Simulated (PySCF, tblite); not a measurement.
# C5H8AlN: geometry, infrared bands and NMR shifts

Aim: predict the infrared bands and NMR shifts of C5H8AlN (`[CH3][Al@H-]1[CH]=CCC#[N+]1`).

Computed with tblite 0.8.0 and PySCF 2.14.0, with density-fitted response routines of our own, on a single molecule in the gas phase. Atoms are numbered from 0 throughout.

## 1. The molecule as given

15 atoms, charge 0, multiplicity 1; geometry from: force field or distance geometry start.

Bonds of the start (Å): C0–Al1 1.98, Al1–C2 2.05, C2–C3 1.38, C3–C4 1.54, C4–C5 1.45, C5–N6 1.14, N6–Al1 1.84, C0–H7 1.11, C0–H8 1.11, C0–H9 1.12, Al1–H10 1.61, C2–H11 1.07, C3–H12 1.08, C4–H13 1.10, C4–H14 1.12.

## 2. Optimising the geometry with GFN2-xTB

Job settings and geometry (Å):

```
{"job": {"kind": "relax", "xc": "GFN2-xTB", "basis": "xTB"}, "charge": 0, "multiplicity": 1}
C     -2.225300    -1.725600    -1.932900
Al    -1.826500    -0.810100    -0.220200
C     -0.475800     0.706900    -0.498300
C     -0.812300     2.033000    -0.299700
C     -2.187200     2.525600     0.190100
C     -3.006100     1.339300     0.339000
N     -3.245300     0.223900     0.322700
H     -2.569500    -0.965500    -2.667600
H     -1.316300    -2.230000    -2.309600
H     -3.037800    -2.475600    -1.766500
H     -1.363500    -1.824400     0.936400
H      0.509400     0.449200    -0.837800
H     -0.052000     2.776000    -0.460500
H     -2.083500     3.053400     1.151500
H     -2.636900     3.205100    -0.578900
```

Started as:

```
> OMP_NUM_THREADS=1 python probes_run.py task.json out
```

This one command runs all jobs of the session in turn.

**Question.** This job is followed by: GFN2-xTB harmonic vibrations, gas phase; GIAO PBE0/pcSseg-1 NMR shielding, non-relativistic, gas phase. Predict these results of the whole session: strongest single infrared mode (GFN2-xTB); zero-point energy (GFN2-xTB); 13C shifts against TMS (PBE0/pcSseg-1); 1H shifts against TMS (PBE0/pcSseg-1, means over atoms taken as alike); 27Al shifts against AlH4- (PBE0/pcSseg-1); 15N shifts against NH3 (PBE0/pcSseg-1).

The runs gave:

| quantity | value |
| --- | --- |
| strongest single infrared mode (GFN2-xTB) | 682 cm⁻¹, 431 km/mol |
| zero-point energy (GFN2-xTB) | 66.9 kcal/mol |
| 13C shifts against TMS (PBE0/pcSseg-1) | 161.1, 150.3, 135.2, 26.3, -7.9 ppm |
| 1H shifts against TMS (PBE0/pcSseg-1, means over atoms taken as alike) | 7.19, 6.59, 4.85, 3.37, 3.33, -0.24 ppm |
| 27Al shifts against AlH4- (PBE0/pcSseg-1) | 116.8 ppm |
| 15N shifts against NH3 (PBE0/pcSseg-1) | 277.9 ppm |

In words: The optimisation took 72 steps and gained 0.553 eV; among the close pairs (by a distance rule), Al1–N6 changed most, from 1.838 to 2.038 Å. The lowest mode is imaginary (44i cm⁻¹), so the xTB geometry is not a minimum. The strongest single mode, at 682 cm⁻¹, is carried by Al1, H10, C0, H12. GFN2-xTB is a fitted tight-binding method: band positions and strengths are rough. Its intensities can rank the bands wrongly. At PBE0/pcSseg-1: Shielding is most anisotropic at N6 (span 457 ppm, paramagnetic term -348 ppm).
